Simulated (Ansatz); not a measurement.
# EuBrO: the cost of one run

Computed with Ansatz 0.2.0 (DFT PBEsol+U (U_eff = 3 eV on Eu f), plane waves, PAW, no spin–orbit coupling unless a run says so, unless a step's input says otherwise).

## 1. The starting structure

It takes space group P4/nmm (No. 129, tetragonal). The conventional cell has a = 4.121 Å, b = 4.121 Å, c = 7.266 Å, α = 90.00°, β = 90.00°, γ = 90.00°. Around Eu (site symmetry 4mm) lie 4 O at 2.55 Å and 5 Br at 3.10 to 3.23 Å. Around O (site symmetry -4m2) lie 4 Eu at 2.55 Å. Around Br (site symmetry 4mm) lie 5 Eu at 3.10 to 3.23 Å.

As a file:

```
Eu O Br
1.0
     4.12131    0.00000    0.00000
     0.00000    4.12131    0.00000
     0.00000    0.00000    7.26594
Eu O Br
2 2 2
Direct
  0.50000 0.00000 0.20580
  0.00000 0.50000 0.79420
  0.00000 0.00000 0.00000
  0.50000 0.50000 0.00000
  0.50000 0.00000 0.64970
  0.00000 0.50000 0.35030
```

Magnetic order typed: ferromagnetic.

An earlier series on this cell reached its lowest free state from «from atoms, symmetry kept, no search», perhaps among other starts.

## 2. Random orbitals: single harmonics, second filling

File input.yaml:

```yaml
crystal:
  lattice:
    - [4.12130988, 0.0, 0.0]
    - [0.0, 4.12130988, 0.0]
    - [0.0, 0.0, 7.2659395]
  atoms:
    - { symbol: Eu, position: [0.5, 0.0, 0.2058], spin: 2.0 }
    - { symbol: Eu, position: [0.0, 0.5, 0.7942], spin: 4.0 }
    - { symbol: O, position: [0.0, 0.0, 0.0] }
    - { symbol: O, position: [0.5, 0.5, 0.0] }
    - { symbol: Br, position: [0.5, 0.0, 0.6497] }
    - { symbol: Br, position: [0.0, 0.5, 0.3503] }
basis:
  ecutwfc: 420
  ecutrho_ratio: 4
kpoints:
  mp_grid: { grid: [5, 5, 3] }
hamiltonian:
  xc: pbesol
  hubbard:
    sites:
      - { site: 0, l: f, u_eff: 3.0, starting_ns: [{ spin: up, occupation_matrix: s0up }, { spin: down, occupation_matrix: s0down }] }
      - { site: 1, l: f, u_eff: 3.0, starting_ns: [{ spin: up, occupation_matrix: s1up }, { spin: down, occupation_matrix: s1down }] }
    occupation_matrices:
      s0up:
        matrix:
          - [0.97, 0.0, 0.0, 0.0, 0.0, 0.0, 0.0]
          - [0.0, 0.02, 0.0, 0.0, 0.0, 0.0, 0.0]
          - [0.0, 0.0, 0.97, 0.0, 0.0, 0.0, 0.0]
          - [0.0, 0.0, 0.0, 0.02, 0.0, 0.0, 0.0]
          - [0.0, 0.0, 0.0, 0.0, 0.02, 0.0, 0.0]
          - [0.0, 0.0, 0.0, 0.0, 0.0, 0.97, 0.0]
          - [0.0, 0.0, 0.0, 0.0, 0.0, 0.0, 0.97]
      s0down:
        matrix:
          - [0.02, 0.0, 0.0, 0.0, 0.0, 0.0, 0.0]
          - [0.0, 0.02, 0.0, 0.0, 0.0, 0.0, 0.0]
          - [0.0, 0.0, 0.02, 0.0, 0.0, 0.0, 0.0]
          - [0.0, 0.0, 0.0, 0.97, 0.0, 0.0, 0.0]
          - [0.0, 0.0, 0.0, 0.0, 0.02, 0.0, 0.0]
          - [0.0, 0.0, 0.0, 0.0, 0.0, 0.97, 0.0]
          - [0.0, 0.0, 0.0, 0.0, 0.0, 0.0, 0.02]
      s1up:
        matrix:
          - [0.97, 0.0, 0.0, 0.0, 0.0, 0.0, 0.0]
          - [0.0, 0.97, 0.0, 0.0, 0.0, 0.0, 0.0]
          - [0.0, 0.0, 0.97, 0.0, 0.0, 0.0, 0.0]
          - [0.0, 0.0, 0.0, 0.02, 0.0, 0.0, 0.0]
          - [0.0, 0.0, 0.0, 0.0, 0.02, 0.0, 0.0]
          - [0.0, 0.0, 0.0, 0.0, 0.0, 0.97, 0.0]
          - [0.0, 0.0, 0.0, 0.0, 0.0, 0.0, 0.97]
      s1down:
        matrix:
          - [0.02, 0.0, 0.0, 0.0, 0.0, 0.0, 0.0]
          - [0.0, 0.97, 0.0, 0.0, 0.0, 0.0, 0.0]
          - [0.0, 0.0, 0.02, 0.0, 0.0, 0.0, 0.0]
          - [0.0, 0.0, 0.0, 0.02, 0.0, 0.0, 0.0]
          - [0.0, 0.0, 0.0, 0.0, 0.02, 0.0, 0.0]
          - [0.0, 0.0, 0.0, 0.0, 0.0, 0.02, 0.0]
          - [0.0, 0.0, 0.0, 0.0, 0.0, 0.0, 0.02]
    ns_hold: { iters: 12 }
scf:
  occupations: { method: gaussian, width: 0.05 }
  lower_state_search: "off"
  max_iter: 150
output:
  forces: true
  stress: true
  eigenvalues: true
  populations: true
  hubbard: { sites: [{ site: 0, l: f }, { site: 1, l: f }] }
magnetization:
  spin_polarized: true
```

The typed matrices put 0.97 on the chosen orbitals and 0.02 on the others, and are held for 12 cycles.

Run with:

```sh
ansatz run input.yaml --threads 4 --pin off --max-ram 6144MiB --backend cpu --events-out ev --progress --plain --runs-dir out
```

Q: Estimate wall time and peak memory on 4 threads of AMD EPYC (Zen 3), shared host.

About 65 s, with a peak of 0.6 GiB.
